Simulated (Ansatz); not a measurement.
# H4N2Si: the cost of one run

Program: Ansatz 0.2.0, Gaussian basis. Level of theory: PBE0-D4/def2-TZVP structures, single points in def2-TZVPP, no counterpoise correction. These are calculated values, not measurements.

Levels: SPW92, PBE-D4, BLYP-D4, r2SCAN-D4, B97M-V, PBE0-D4, B3LYP-D4, r2SCAN0-D4, BHLYP-D4, CAM-B3LYP-D4, wB97X-V, wB97M-V, B2PLYP, PBE-QIDH, RPA on PBE, Hartree-Fock, MP2, CCSD, CCSD(T).

Correlated methods freeze the cores. B3LYP uses VWN-RPA correlation. B2PLYP carries no dispersion term here.

56 further runs of the same task are left out: 56 set aside as unsound or not needed.

**1. The starting structure**

The complex: 12 atoms, charge 0, spin multiplicity 1.

Atoms are counted from 1 here; the program's logs count them from 0.

Bond lengths: Si1–N4 1.716 Å, Si1–N5 1.717 Å, C2–H3 1.090 Å, C2–H6 1.089 Å, C2–H7 1.090 Å, C2–H8 1.091 Å, N4–H9 1.009 Å, N4–H10 1.006 Å, N5–H11 1.009 Å, N5–H12 1.006 Å. Angles: N4–Si1–N5 100.2°, H3–C2–H6 109.6°, H3–C2–H7 109.3°, H3–C2–H8 110.1°, H6–C2–H7 109.3°, H6–C2–H8 109.0°, H7–C2–H8 109.5°, Si1–N4–H9 127.6°, Si1–N4–H10 120.3°, H9–N4–H10 112.1°, Si1–N5–H11 127.7°, Si1–N5–H12 120.3°, H11–N5–H12 112.0°.

Geometry (Å):

```
Si   -2.3829   -0.5922   -0.6000
C     1.9553    0.0728    0.6136
H     1.4133   -0.7189    0.0970
N    -1.7501    0.1449    0.8143
N    -1.1034   -0.2828   -1.7019
H     3.0271   -0.0986    0.5210
H     1.6794    0.0698    1.6680
H     1.7120    1.0419    0.1754
H    -0.8591    0.6062    0.9229
H    -2.2785    0.1366    1.6708
H    -0.2437    0.2148   -1.5246
H    -1.1694   -0.5945   -2.6566
```

Its parts: SiN2H4 holds atoms 1, 4, 5, 9, 10, 11, 12; CH4 holds atoms 2, 3, 6, 7, 8. Each part counts its atoms afresh in its own runs.

**2. Relaxing SiN2H4 alone**

File relax-a/in.yaml:

```yaml
crystal:
  periodic: [false, false, false]
  atoms:
    - {symbol: Si, position_ang: [-2.382910, -0.592218, -0.599977]}
    - {symbol: N, position_ang: [-1.750085, 0.144895, 0.814314]}
    - {symbol: N, position_ang: [-1.103436, -0.282788, -1.701941]}
    - {symbol: H, position_ang: [-0.859132, 0.606240, 0.922915]}
    - {symbol: H, position_ang: [-2.278457, 0.136555, 1.670779]}
    - {symbol: H, position_ang: [-0.243675, 0.214825, -1.524609]}
    - {symbol: H, position_ang: [-1.169407, -0.594450, -2.656606]}
basis:
  gaussian: {orbitals: def2-TZVP}
hamiltonian: {xc: pbe0, dispersion: d4}
relax: {f_tol: 0.005, max_steps: 200}
```

On the command line:

```console
ansatz run in.yaml --threads 4 --pin off --events-out ev --progress --plain --max-ram 9574MiB
```

**Question.** How long does this run take on 4 threads of Arm Neoverse V2, shared host?

About 3.7 s.
